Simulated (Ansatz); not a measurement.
# GeH2ClO (SMILES [O][GeH2][Cl]): RPA@PBE/def2-SVPD

What is the vertical electron affinity of GeH2ClO at RPA@PBE/def2-SVPD? 

Program for the calculation: Ansatz 0.2.0.

74 further runs of the same task are left out: 1 that didn't finish, 73 set aside as unsound or not needed.

### Step 1. Starting point

GeH2ClO: 5 atoms, total charge 0, spin state doublet. SMILES: `[O][GeH2][Cl]`. The shape is that of a PBE0-D4/def2-TZVP optimisation.

Bond lengths: O1–Ge2 1.781 Å, Ge2–Cl3 2.144 Å, Ge2–H4 1.531 Å, Ge2–H5 1.531 Å. Angles: O1–Ge2–Cl3 110.8°, O1–Ge2–H4 106.5°, O1–Ge2–H5 106.5°, Cl3–Ge2–H4 108.2°, Cl3–Ge2–H5 108.2°, H4–Ge2–H5 116.7°.

### Step 2. The energy at RPA@PBE/def2-SVPD

Input file run.yaml:

```yaml
crystal:
  periodic: [false, false, false]
  atoms:
    - symbol: O
      position_ang: [-0.272400, -0.591800, 1.625500]
    - symbol: Ge
      position_ang: [0.123700, -0.081200, -0.034500]
    - symbol: Cl
      position_ang: [-1.347100, 1.290100, -0.778900]
    - symbol: H
      position_ang: [0.081000, -1.343800, -0.899000]
    - symbol: H
      position_ang: [1.464600, 0.653000, 0.045400]
basis:
  gaussian:
    orbitals: def2-SVPD
hamiltonian:
  xc: pbe
accuracy: high
magnetization:
  spin_polarized: true
  initial_magnetization: 1
correlation:
  method: rpa
  frozen_orbitals: {Cl: 5, Ge: 9, H: 0, O: 1}
total_charge: 0
```

Launch:

```sh
$ ansatz run run.yaml --threads 1 --pin off --max-ram 3480MiB --events-out events.jsonl --progress --plain --runs-dir runs
```

Standard output:

```text
Warning: RAYON_NUM_THREADS=1 ignored (pool sized by the plan → 1); use --threads N
Functional definition: PBE
  name "PBE"
  parameter kappa = 0.804
  parameter beta = 0.06672455060314922
  exchange = pbe_x(kappa = kappa, mu = beta*pi^2/3)
  correlation = pbe_c(beta = beta)
1996 factors; integrals over basis functions are off by at most 4.4e-9 eV
mean field evaluation 1: about -71074.1729 eV, gradient 5.7e1 eV
mean field evaluation 2: about -71074.1710 eV, gradient 5.7e1 eV
mean field evaluation 4: about -71089.9046 eV, gradient 1.7e1 eV
mean field evaluation 8: about -71091.4356 eV, gradient 1.8e0 eV
mean field evaluation 16: about -71091.4497 eV, gradient 4.7e-4 eV
mean field evaluation 32: about -71091.4497 eV, gradient 2.4e-8 eV
mean field evaluation 64: about -71091.2170 eV, gradient 3.3e-1 eV
mean field evaluation 96: about -71054.8490 eV, gradient 3.5e1 eV
mean field -71091.44974674 eV, -2612.5625906775 hartree, gradient 2.4e-8 eV, S^2 0.753479; 5 other end points of the search recorded, 0 dependent functions left out
15 core orbitals not correlated: weight in the atoms' cores, before any rotation towards them, 1.000 or more for the frozen orbitals, at most 0.000 for the correlated occupied ones
reference -71032.13594924 eV, -2610.3828488235 hartree; 15, 14 occupied and 74, 75 virtual orbitals, 1996 factors
Total energy: -71055.33542052 eV, -2611.2354136679 hartree
```

Run time: 57 s. Hardware: 1 thread of Intel Xeon Platinum 8259CL at 2.50GHz (Skylake/Cascade Lake), shared host; peak memory 0.45 GiB.

### Step 3. The singlet anion at the same level

Input file job.yaml:

```yaml
crystal:
  periodic: [false, false, false]
  atoms:
    - {symbol: O, position_ang: [-0.272400, -0.591800, 1.625500]}
    - {symbol: Ge, position_ang: [0.123700, -0.081200, -0.034500]}
    - {symbol: Cl, position_ang: [-1.347100, 1.290100, -0.778900]}
    - {symbol: H, position_ang: [0.081000, -1.343800, -0.899000]}
    - {symbol: H, position_ang: [1.464600, 0.653000, 0.045400]}
basis:
  gaussian: {orbitals: def2-SVPD}
total_charge: -1
hamiltonian: {xc: pbe}
correlation: {method: rpa, frozen_orbitals: {Cl: 5, Ge: 9, H: 0, O: 1}}
accuracy: high
```

Launch:

```sh
$ ansatz run job.yaml --threads 1 --pin off --max-ram 3480MiB --events-out events.jsonl --progress --plain --runs-dir runs
```

Standard output, shortened:

```text
Warning: RAYON_NUM_THREADS=1 ignored (pool sized by the plan → 1); use --threads N
Functional definition: PBE
  name "PBE"
[...]
1996 factors; integrals over basis functions are off by at most 4.1e-9 eV
[...]
mean field -71094.52595480 eV, -2612.6756392386 hartree, gradient 4.7e-8 eV, S^2 0.000000; 0 other end points of the search recorded, 0 dependent functions left out
15 core orbitals not correlated: weight in the atoms' cores, before any rotation towards them, 1.000 or more for the frozen orbitals, at most 0.000 for the correlated occupied ones
reference -71033.40531323 eV, -2610.4294970898 hartree; 15, 15 occupied and 74, 74 virtual orbitals, 1996 factors
Total energy: -71058.39979586 eV, -2611.3480273844 hartree
```

It took 23 s on 1 thread of Intel Xeon Platinum 8259CL at 2.50GHz (Skylake/Cascade Lake), shared host; peak memory 0.38 GiB.

### Step 4. Summary of results

At RPA@PBE/def2-SVPD, 15 core orbitals frozen:

| quantity | value |
| --- | --- |
| doublet GeH2ClO: total energy | -2611.23541 Eh |
| doublet GeH2ClO: RPA correlation energy (valence) | -852.6 mEh |
| doublet GeH2ClO: ⟨S²⟩ of the reference determinant | 0.753 |
| singlet anion: total energy | -2611.34803 Eh |
| singlet anion: RPA correlation energy (valence) | -918.5 mEh |
| vertical electron affinity (to the singlet anion) | 3.064 eV |

What this shows: At fixed nuclei the extra electron is bound by 3.06 eV (71 kcal/mol).
